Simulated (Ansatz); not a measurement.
I need harmonic frequencies at the relaxed geometry of CH4ClFN2Si, SMILES N=C(N)[SiH](F)Cl. Use the Python package of Ansatz (0.2.0). Use (for the species named): B3LYP, def2-SVP basis, multiplicity 1.

```yaml
atoms:
  - { symbol: N, position_ang: [0.5568, -1.7118, -0.3292] }
  - { symbol: C, position_ang: [-0.0033, -0.5524, 0.0652] }
  - { symbol: N, position_ang: [-0.9895, -0.4946, 1.0319] }
  - { symbol: Si, position_ang: [0.7023, 1.1186, -0.7778] }
  - { symbol: F, position_ang: [-0.6052, 2.1329, -0.7141] }
  - { symbol: Cl, position_ang: [2.1817, 1.9021, 0.3172] }
  - { symbol: H, position_ang: [0.1428, -2.4415, 0.2021] }
  - { symbol: H, position_ang: [-1.4804, 0.3677, 1.1030] }
  - { symbol: H, position_ang: [-1.4815, -1.3234, 1.2722] }
  - { symbol: H, position_ang: [1.0594, 0.9513, -2.1676] }
```

Script `run_freq.py`:
```python
"""Harmonic frequencies of CH4ClFN2Si at its relaxed geometry."""

import ansatz
from ase import Atoms
from ase.thermochemistry import IdealGasThermo
import numpy as np

atoms = Atoms(["N", "C", "N", "Si", "F", "Cl", "H", "H", "H", "H"], positions=[
    [0.5568, -1.7118, -0.3292],
    [-0.0033, -0.5524, 0.0652],
    [-0.9895, -0.4946, 1.0319],
    [0.7023, 1.1186, -0.7778],
    [-0.6052, 2.1329, -0.7141],
    [2.1817, 1.9021, 0.3172],
    [0.1428, -2.4415, 0.2021],
    [-1.4804, 0.3677, 1.103],
    [-1.4815, -1.3234, 1.2722],
    [1.0594, 0.9513, -2.1676],
])
molecule = ansatz.Crystal.molecule_from_ase(atoms)

calculation = (
    molecule.calculation()
    .basis(gaussian="def2-SVP")
    .functional("B3LYP")
    .scf(lower_state_search="off")
)
symbols = [site.symbol for site in molecule.cartesian_sites]
start = np.array([site.position_ang for site in molecule.cartesian_sites], dtype=float)
summary = calculation.relax(force_tolerance=0.003).run(threads=1).report
end = np.array(summary["positions_ang"])

print("final positions (A) and the move of each atom")
for symbol, xyz, old in zip(symbols, end, start):
    print(f"{symbol:2s} {xyz[0]:10.5f} {xyz[1]:10.5f} {xyz[2]:10.5f}   {np.linalg.norm(xyz - old):7.4f}")

# frequencies need a stationary point, so they are taken at the relaxed geometry
minimum = ansatz.Crystal.molecule()
for symbol, xyz in zip(symbols, end):
    minimum = minimum.atom(symbol, xyz.tolist())
vibrating = (
    minimum.calculation()
    .basis(gaussian="def2-SVP")
    .functional("B3LYP")
    .scf(lower_state_search="off")
    .phonons(temperatures=(200, 600, 100))
)
vib = vibrating.run(threads=1).report["vibrations"]
sums = vib["harmonic_sums"]
modes = [m["omega_inv_cm"] for m in sums["modes_at_gamma"] if m["rigid_motion"] == "no"]
print("frequencies (1/cm):", " ".join(f"{w:.0f}" for w in modes))
print("imaginary modes:", sum(w < 0 for w in modes), " zero-point energy:", round(sums["zero_point_energy_ev"], 4), "eV")
# rigid rotor and ideal gas, symmetry number taken as one
gas = IdealGasThermo(vib_energies=[w / 8065.544 for w in modes if w > 0], geometry="linear" if len(modes) == 3 * len(symbols) - 5 else "nonlinear",
                     atoms=Atoms(symbols, positions=end), symmetrynumber=1, spin=0.0)
print(f"H(298 K) - E = {gas.get_enthalpy(298.15, verbose=False):.4f} eV")
print(f"S(298 K, 1 bar) = {96485.33 * gas.get_entropy(298.15, 1e5, verbose=False):.1f} J/(mol K) with symmetry number 1")
```

```console
$ python run_freq.py
final positions (A) and the move of each atom
N     0.65834   -1.56913   -0.28579    0.1804
C    -0.02266   -0.53939    0.06511    0.0233
N    -1.07071   -0.45110    0.94133    0.1292
Si    0.62475    1.04095   -0.73254    0.1187
F    -0.55468    2.16089   -0.57409    0.1515
Cl    2.27855    1.75478    0.27447    0.1814
H     0.33420   -2.43755    0.16295    0.1954
H    -1.61519    0.40212    0.98478    0.1826
H    -1.49123   -1.28984    1.32910    0.0668
H     0.94173    0.87716   -2.16241    0.1392
frequencies (1/cm): 50 115 158 237 296 328 407 444 542 592 683 801 831 875 889 1065 1134 1373 1597 1707 2318 3397 3554 3683
imaginary modes: 0  zero-point energy: 1.6786 eV
H(298 K) - E = 1.9138 eV
S(298 K, 1 bar) = 367.3 J/(mol K) with symmetry number 1
```

Reading the output:
- These settings explore the input space; basis and method may be short of convergence.
- The frequencies are harmonic and unscaled, in a modest basis. The result belongs to the one conformer reached from this start, and soft torsions count as harmonic oscillators.
- b3lyp holds the VWN-RPA fit, as in Gaussian; the form of ORCA and Turbomole is b3lyp5.
- The entropy takes a symmetry number of 1; a symmetric molecule's is lower by R ln(sigma).
- The whole script took 6.2 min on 1 thread of Intel(R) Xeon(R) Platinum 8375C CPU @ 2.90GHz (Ice Lake), on a shared host, peak memory 0.36 GiB.

(Lines on the test bed's own set-up are left out of the output.)
